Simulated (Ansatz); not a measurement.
# CH4BrF: the cost of one run

All numbers below are computed with Ansatz 0.2.0 (RKS B3LYP/def2-SVP).

## (1) The starting structure

Bond lengths: Br1–H2 1.400 Å, C3–F4 1.365 Å, C3–H5 1.090 Å, C3–H6 1.091 Å, C3–H7 1.090 Å. Angles: F4–C3–H5 108.2°, F4–C3–H6 108.0°, F4–C3–H7 108.3°, H5–C3–H6 110.8°, H5–C3–H7 110.8°, H6–C3–H7 110.7°.

As a file:

```xyz
7

Br   -0.3558    0.8692   -2.4058
H    -1.0499    0.0851   -3.3350
C     0.2481   -0.1661    1.0928
F     0.8983   -0.6467    2.1921
H    -0.7746    0.0764    1.3821
H     0.2606   -0.9422    0.3268
H     0.7733    0.7243    0.7470
```

## (2) Preparing the start

Contents of input.yaml:

```yaml
crystal:
  periodic: [false, false, false]
  atoms:
    - { symbol: Br, position_ang: [-0.3558, 0.8692, -2.4058] }
    - { symbol: H, position_ang: [-1.0499, 0.0851, -3.335] }
    - { symbol: C, position_ang: [0.2481, -0.1661, 1.0928] }
    - { symbol: F, position_ang: [0.8983, -0.6467, 2.1921] }
    - { symbol: H, position_ang: [-0.7746, 0.0764, 1.3821] }
    - { symbol: H, position_ang: [0.2606, -0.9422, 0.3268] }
    - { symbol: H, position_ang: [0.7733, 0.7243, 0.747] }
basis:
  gaussian: { orbitals: def2-SVP }
hamiltonian:
  xc: b3lyp
relax:
  f_tol: 0.02
  max_steps: 40
scf:
  lower_state_search: "off"
```

Run with:

```bash
$ ansatz run input.yaml --threads 2 --pin off --max-ram 3072MiB --backend cpu --events-out ev --progress --plain --runs-dir out
```

**Question.** How long does this run take on 2 threads of Arm Neoverse N1, shared host, and how much memory does it need?

About 40 s, with a peak of 0.14 GiB.
